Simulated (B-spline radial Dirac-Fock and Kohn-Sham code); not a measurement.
# Inner shells of Kr²⁸⁺

Aim: for the Kr²⁸⁺ ion, compute its X-ray form factor and Compton profile, the binding energy of each subshell and its two-hole states.

Program: B-spline radial Dirac-Fock and Kohn-Sham code, version 2. Model: a free atom or ion on a radial basis; each step names its model. All values are calculated, but those marked as tabulated.

### 1 What is computed

Krypton as Kr²⁸⁺ in the configuration [He] 2s2 2p4.

- nuclear charge: 36
- electrons: 8
- mass number: 84
- nuclear rms radius: 4.1884 fm

Outer shells as boxes (Hund's rule, for the drawing alone; heavy ions are jj-coupled, and the calculation averages over the configuration):

```
[He] core
2s [↑↓]
2p [↑↓][↑ ][↑ ]
```

### 2 Form factor and Compton profile

Model: Dirac-Fock average of configuration, finite nucleus; form factor of the spherical density, Waller-Hartree incoherent function, impulse-approximation Compton profiles.

The run's settings:

```ini
task = scatter
Z = 36
charge = 28
configuration = 1s2 2s2 2p4
mass_number = 84
rms_radius = 4.1884  # fm
s = [0.0, 0.05, 0.1, 0.15, 0.2, 0.25, 0.3, 0.35, 0.4, 0.45, 0.5, 0.6, 0.7, 0.8, 0.9, 1.0, 1.1, 1.2, 1.4, 1.6, 1.8, 2.0, 2.5, 3.0, 3.5, 4.0, 5.0, 6.0]  # 1/A
pz = [0, 0.1, 0.2, 0.3, 0.4, 0.5, 0.6, 0.8, 1.0, 1.2, 1.4, 1.6, 1.8, 2.0, 2.5, 3.0, 4.0, 5.0, 7.0, 10.0, 15.0, 20.0, 30.0, 40.0, 60.0, 100.0]  # a.u.
photon_energy = [1000, 2000, 5000, 8047.8, 17479.3, 30000, 50000, 500000]  # eV
```

Results of the run (chosen fields of its result record, rounded):

```text
status: converged
form_factor [e]: [8.0, 7.9965, 7.986, 7.9686, 7.9444, 7.9133, 7.8756, 7.8313, 7.7807, 7.7239, 7.661, 7.5183, 7.3545, 7.1717, 6.9723, 6.7589, 6.5339, 6.2998, 5.8145, 5.3217, 4.8375, 4.375, 3.3683, 2.614, 2.0931, 1.7499, 1.3744, 1.1748]
incoherent: [1.3118e-12, 0.004432, 0.017706, 0.039755, 0.070469, 0.1097, 0.15724, 0.21287, 0.27632, 0.34728, 0.42542, 0.60175, 0.80209, 1.023, 1.2607, 1.5116, 1.7719, 2.0381, 2.575, 3.0991, 3.593, 4.0453, 4.9642, 5.6012, 6.032, 6.3352, 6.756, 7.0686]
compton_total [1/a.u.]: [0.3758, 0.37576, 0.37562, 0.3754, 0.37509, 0.37469, 0.3742, 0.37296, 0.37138, 0.36946, 0.36722, 0.36464, 0.36176, 0.35858, 0.34939, 0.33861, 0.31329, 0.28465, 0.22509, 0.14877, 0.073964, 0.040039, 0.014198, 0.0057071, 0.001183, 0.00011309]
shells: ["1s1/2", "2s1/2", "2p1/2", "2p3/2"]
occupation: [2.0, 2.0, 1.3333, 2.6667]
mean_momentum [a.u.]: [31.507, 11.38, 15.202, 14.851]
r2 [bohr^2]: 0.18966
r_inverse [1/bohr]: 124.16
r1 [bohr]: 1.0436
coherent [b]: [42.527, 42.383, 41.394, 39.626, 31.242, 20.182, 10.579, 0.21008]
incoherent_cross_section [b]: [0.0038138, 0.015138, 0.09164, 0.22686, 0.86612, 1.7371, 2.5293, 2.2468]
radial_jk:
  2p: {"j0": [1.0, 0.99948, 0.99793, 0.99535, 0.99176, 0.98715, 0.98156, 0.975, 0.96749, 0.95907, 0.94975, 0.92856, 0.90422, 0.87705, 0.84737, 0.81556, 0.78198, 0.747, 0.67429, 0.60018, 0.52706, 0.45689, 0.3029, 0.18633, 0.10577, 0.053961, 0.0049127, -0.008752], "j2": [0.0, 0.00020697, 0.00082684, 0.0018564, 0.0032905, 0.0051217, 0.0073408, 0.0099365, 0.012896, 0.016204, 0.019845, 0.028053, 0.037361, 0.047595, 0.058568, 0.07009, 0.081965, 0.094002, 0.11784, 0.14029, 0.16029, 0.17709, 0.2029, 0.2066, 0.19398, 0.17215, 0.12215, 0.080603], "r2": 0.028095, "r4": 0.0015195, "r6": 0.00013462}
```

The scattering functions against s = sin θ / λ:

| s (1/Å) | f (e) | f / N | S(s) |
| --- | --- | --- | --- |
| 0 | 8.000 | 1.000 | 0 |
| 0.100 | 7.986 | 0.998 | 0.01771 |
| 0.200 | 7.944 | 0.993 | 0.07047 |
| 0.300 | 7.876 | 0.984 | 0.1572 |
| 0.400 | 7.781 | 0.973 | 0.2763 |
| 0.500 | 7.661 | 0.958 | 0.4254 |
| 0.700 | 7.354 | 0.919 | 0.8021 |
| 0.900 | 6.972 | 0.872 | 1.261 |
| 1.10 | 6.534 | 0.817 | 1.772 |
| 1.40 | 5.815 | 0.727 | 2.575 |
| 1.80 | 4.838 | 0.605 | 3.593 |
| 2.50 | 3.368 | 0.421 | 4.964 |
| 3.50 | 2.093 | 0.262 | 6.032 |
| 5.00 | 1.374 | 0.172 | 6.756 |

### 3 Core and valence levels

Model: Dirac-Fock average of configuration, Delta-SCF, finite nucleus, first-order Breit with its frequency dependence, self-energy and vacuum polarisation.

Recorded inputs:

```ini
task = binding
```

Results of the run (chosen fields of its result record, rounded):

```text
status: converged
shells: ["K", "L1", "L2,3"]
total_energy_parts [Ha]: [-2104.51793, 1.15975689, -0.0873896102, -0.00452312412, 1.04281973, -0.106858352]
koopmans [eV]: [16095.8, 3425.69, 3247.48]
dirac_coulomb [eV]: [16080.9, 3424.16, 3245.34]
gaunt [eV]: [-22.0594, -2.07844, -2.88572]
retardation [eV]: [1.10365, 0.132988, 0.45428]
breit_frequency [eV]: [0.0550388, -0.00858864, 0.0309577]
self_energy [eV]: [-12.1483, -1.46753, 0.0355602]
vacuum_polarisation [eV]: [1.26526, 0.141481, -0.00783083]
binding [eV]: [16049.1, 3420.88, 3242.97]
mean_radius [bohr]: [0.0413537, 0.175937, 0.153423]
```

total_energy_parts: Dirac-Coulomb, Gaunt, retardation, frequency dependence, self-energy, vacuum polarisation. 

The binding energies by parts, in eV; the parts add up.

| level | -ε | relaxation | Breit | QED | binding |
| --- | --- | --- | --- | --- | --- |
| K | 16095.8 | -14.84 | -20.90 | -10.88 | 16049.1 |
| L1 | 3425.7 | -1.53 | -1.95 | -1.33 | 3420.9 |
| L2,3 | 3247.5 | -2.14 | -2.40 | 0.03 | 3243.0 |

### 4 Double vacancies and Auger multiplets

Model: Dirac-Fock average of configuration, Delta-SCF, finite nucleus, first-order Breit with its frequency dependence, self-energy and vacuum polarisation; two-hole levels by intermediate coupling within the shell, Auger rates as independent-particle Coulomb matrix elements.

Settings, as recorded:

```ini
task = double
```

Results of the run (chosen fields of its result record, rounded):

```text
status: converged
single_binding [eV]: {"K": 16049.14, "L1": 3420.879, "L2,3": 3242.965}
double_binding [eV]: {"KK": 32708.66, "L1L1": 6979.727}
```

Left out are hole states that did not converge, or in which two open shells of one symmetry are about equally filled, where the average of configuration falls too low.

Hole-hole repulsion U = E(ab) - E(a) - E(b), in eV:

| holes | double | sum of singles | U |
| --- | --- | --- | --- |
| K K | 32708.7 | 32098.3 | 610.4 |
| L1 L1 | 6979.7 | 6841.8 | 138.0 |

### 5 Results

| quantity | value |
| --- | --- |
| rms radius of the electron cloud | 0.154 bohr |
| form factor halves at | 2.2 1/Å |
| Compton profile at zero | 0.3758 1/a.u. |
| deepest level listed, K (1s) | 16049.1 eV |
| least bound, L2,3 (2p) | 3243.0 eV |
| ionisation energy, NIST (semi-empirical) | 3228.00 eV |
| largest U, K K | 610.4 eV |

In words: f falls from 8 to half of that at s = 2.2 1/Å. Incoherent scattering outweighs coherent from 500 keV on, among the energies asked. For K (1s), relaxation takes off 14.8 eV, Breit terms shift it by -20.90 and QED by -10.88 eV. NIST's ionisation energy differs by -14.97 eV from the least binding energy; the calculation averages open shells over their j components and terms. Two holes repel most in K K, by 610.4 eV, and least in L1 L1, by 138.0 eV. The Hartree-Fock and Dirac-Fock values hold no electron correlation.
